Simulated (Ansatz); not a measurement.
# SnTe: the cost of one run

Program: Ansatz 0.2.0. Level of theory: DFT PBEsol, scalar-relativistic. These are calculated values, not measurements.

### Step 1. The starting structure

The structure is cubic, space group Fm-3m (No. 225). The conventional cell has a = 6.313 Å, b = 6.313 Å, c = 6.313 Å, α = 90.00°, β = 90.00°, γ = 90.00°. Sn (site symmetry m-3m) has 6 Te at 3.16 Å as nearest neighbours. Around Te (site symmetry m-3m) lie 6 Sn at 3.16 Å.

As a file:

```
CELL_PARAMETERS angstrom
0.00000 3.15650 3.15650
3.15650 0.00000 3.15650
3.15650 3.15650 0.00000
ATOMIC_POSITIONS crystal
Sn 0.00000 0.00000 0.00000
Te 0.50000 0.50000 0.50000
```

The structure is an experimental refinement, used without relaxation.

Atoms are numbered in the order of the input: Sn1, Te2.

### Step 2. Volume × 0.94, LAPW

File input.yaml:

```yaml
crystal:
  lattice:
    - [0.0, 3.0920635522, 3.0920635522]
    - [3.0920635522, 0.0, 3.0920635522]
    - [3.0920635522, 3.0920635522, 0.0]
  atoms:
    - { symbol: Sn, position: [0.0, 0.0, 0.0] }
    - { symbol: Te, position: [0.5, 0.5, 0.5] }
kpoints:
  mp_grid: { grid: [11, 11, 11] }
  band_path:
    path:
      - [0.0, 0.0, 0.0]
      - [0.5, 0.0, 0.5]
      - [0.625, 0.25, 0.625]
      - [0.375, 0.375, 0.75]
      - [0.0, 0.0, 0.0]
      - [0.5, 0.5, 0.5]
      - [0.5, 0.25, 0.75]
      - [0.5, 0.0, 0.5]
    npoints: 5
scf:
  occupations: { method: fermi_dirac, width: 0.08 }
hamiltonian:
  xc: pbesol
  pseudopotentials: { kind: all_electron, lapw: { basis_error: 0.00025 } }
output:
  forces: true
  stress: true
  eigenvalues: true
```

Launch:

```bash
$ ansatz run input.yaml --threads 1 --pin off --max-ram 3072MiB --backend cpu --events-out ev --progress --plain --runs-dir out
```

Q: Estimate wall time and peak memory on 1 thread of Intel Xeon Platinum 8488C (Sapphire Rapids), shared host.

About 21 s, with a peak of 0.48 GiB.
